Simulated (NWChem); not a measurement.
# MP2/6-31G(d) (spherical functions) run of B3H3O3 (SMILES B1OBOBO1)

Aim: the energy change on altering one bond length of B3H3O3 at MP2/6-31G* (spherical functions), from 2 runs. 

Program for the calculation: NWChem 7.3.0.

1 further run of the same task is left out (set aside as unsound or not needed).

### Step 1. Starting point

The species is B3H3O3 (9 atoms), meant as a singlet with charge 0. As SMILES, `B1OBOBO1`. Geometry: relaxed at PBE0-D4/def2-TZVP. This is one conformer, not always the lowest.

Bond lengths: B1–O2 1.372 Å, O2–B3 1.372 Å, B3–O4 1.372 Å, O4–B5 1.372 Å, B1–O6 1.372 Å, B5–O6 1.372 Å, B1–H7 1.190 Å, B3–H8 1.190 Å, B5–H9 1.190 Å. Some angles: B1–O2–B3 120.3°, O2–B1–O6 119.7°, O2–B3–O4 119.7°, B3–O4–B5 120.3°, O4–B5–O6 119.7°, B1–O6–B5 120.3°, O2–B1–H7 120.2°, O6–B1–H7 120.2°, O2–B3–H8 120.2°, O4–B3–H8 120.2°.

### Step 2. Energy and gradient at MP2/6-31G(d) (spherical functions)

The input, b3h3o3.nw:

```
start b3h3o3
memory 2200 mb
charge 0
geometry noautosym nocenter noautoz
   B      1.301600     0.115800    -0.424700
   O      0.612800    -1.053500    -0.624800
   B     -0.686900    -1.172700    -0.202300
   O     -1.297400    -0.115400     0.423200
   B     -0.614800     1.056900     0.626900
   O      0.684600     1.168900     0.201600
   H      2.429300     0.216200    -0.792600
   H     -1.281900    -2.188700    -0.377500
   H     -1.147300     1.972500     1.170100
end
basis spherical bse
   * library 6-31G*
end
scf
   thresh 1e-08
   maxiter 80
   print medium
end
mp2
   freeze core 6
   tight
end
task mp2 gradient
```

Launch:

```console
$ nwchem b3h3o3.nw > b3h3o3.out
```

Output:

```text
[...]
  functions       =    90
[...]
  wavefunction    = RHF
[...]
         Total SCF energy =   -300.697564011754
      One-electron energy =   -811.407054801935
      Two-electron energy =    309.208382857401
 Nuclear repulsion energy =    201.501107932780
        Time for solution =     10.8s
[...]
          Total MP2 energy          -301.426036344131
[...]
                         mp2 ENERGY GRADIENTS
    atom               coordinates                        gradient
                 x          y          z           x          y          z
   1 B       2.459667   0.218830  -0.802567   -0.009128  -0.000852   0.002947
   2 O       1.158024  -1.990826  -1.180701   -0.005608   0.009715   0.005760
   3 B      -1.298053  -2.216082  -0.382292    0.004772   0.008195   0.001406
   4 O      -2.451730  -0.218074   0.799732    0.011974   0.001098  -0.003886
   5 B      -1.161804   1.997251   1.184669    0.004258  -0.007404  -0.004382
   6 O       1.293706   2.208901   0.380969   -0.006314  -0.010748  -0.001838
   7 H       4.590711   0.408559  -1.497797    0.001220   0.000109  -0.000394
   8 H      -2.422440  -4.136043  -0.713372   -0.000621  -0.001074  -0.000183
   9 H      -2.168083   3.727485   2.211168   -0.000553   0.000960   0.000570
[...]
```

It took 28 s on 1 thread of Intel Xeon 6975P-C (Granite Rapids), shared host; peak memory 0.32 GiB.

### Step 3. The distorted shape: a single-point energy at MP2/6-31G(d) (spherical functions)

The input, m1.nw:

```
start m1
title "B3H3O3 mp2"
memory 2200 mb

geometry units angstroms noautosym nocenter noautoz
  B        1.567835      -0.341975      -0.696285
  O        0.879035      -1.511275      -0.896385
  B       -0.420665      -1.630475      -0.473885
  O       -1.031165      -0.573175       0.151615
  B       -0.348565       0.599125       0.355315
  O        0.950835       0.711125      -0.069985
  H        2.695535      -0.241575      -1.064185
  H       -1.015665      -2.646475      -0.649085
  H       -1.147300       1.972500       1.170100
end

basis spherical bse
  * library 6-31G*
end

scf
  thresh 1e-08
  maxiter 80
end

mp2
  freeze core 6
  tight
end

task mp2 energy
```

Launch:

```console
$ nwchem m1.nw > m1.out
```

Output:

```text
[...]
  functions       =    90
[...]
  wavefunction    = RHF
[...]
         Total SCF energy =   -300.617842550300
      One-electron energy =   -807.184492887364
      Two-electron energy =    306.911410493087
 Nuclear repulsion energy =    199.655239843977
        Time for solution =      9.9s
[...]
          Total MP2 energy          -301.351983089538
[...]
```

Run time: 13 s. Hardware: 1 thread of Intel Xeon 6975P-C (Granite Rapids), shared host; peak memory 0.25 GiB.

### Step 4. Summary of results

Level: MP2/6-31G* (spherical functions), 6 core orbitals frozen.

| quantity | value |
| --- | --- |
| first shape: total energy | -301.42604 Eh |
| first shape: dipole moment (of the density that the program reports) | 0.00 D |
| first shape: HOMO energy (Hartree–Fock orbitals) | -13.58 eV |
| first shape: LUMO energy (Hartree–Fock orbitals) | 3.91 eV |
| first shape: HOMO–LUMO gap (Hartree–Fock orbitals) | 17.48 eV |
| first shape: correlation energy (6 core orbitals frozen) | -728.5 mEh |
| first shape: largest force on an atom | 0.650 eV/Å |
| distorted shape: total energy | -301.35198 Eh |
| distorted shape: HOMO energy (Hartree–Fock orbitals) | -11.38 eV |
| distorted shape: LUMO energy (Hartree–Fock orbitals) | 3.65 eV |
| distorted shape: HOMO–LUMO gap (Hartree–Fock orbitals) | 15.03 eV |
| distorted shape: correlation energy (6 core orbitals frozen) | -734.1 mEh |
| energy change with the B5–H9 bond stretched from 1.190 to 1.786 Å | 2.015 eV |

With the B5–H9 bond stretched from 1.190 to 1.786 Å the energy rises by 2.02 eV (194 kJ/mol). The first shape isn't relaxed at this level, so the change isn't measured from a minimum. The largest force (first shape) is 0.65 eV/Å: the shape isn't a stationary point for this species at this level. Mulliken charges (distorted shape) run from -0.58 on O2 to +0.62 on B1.
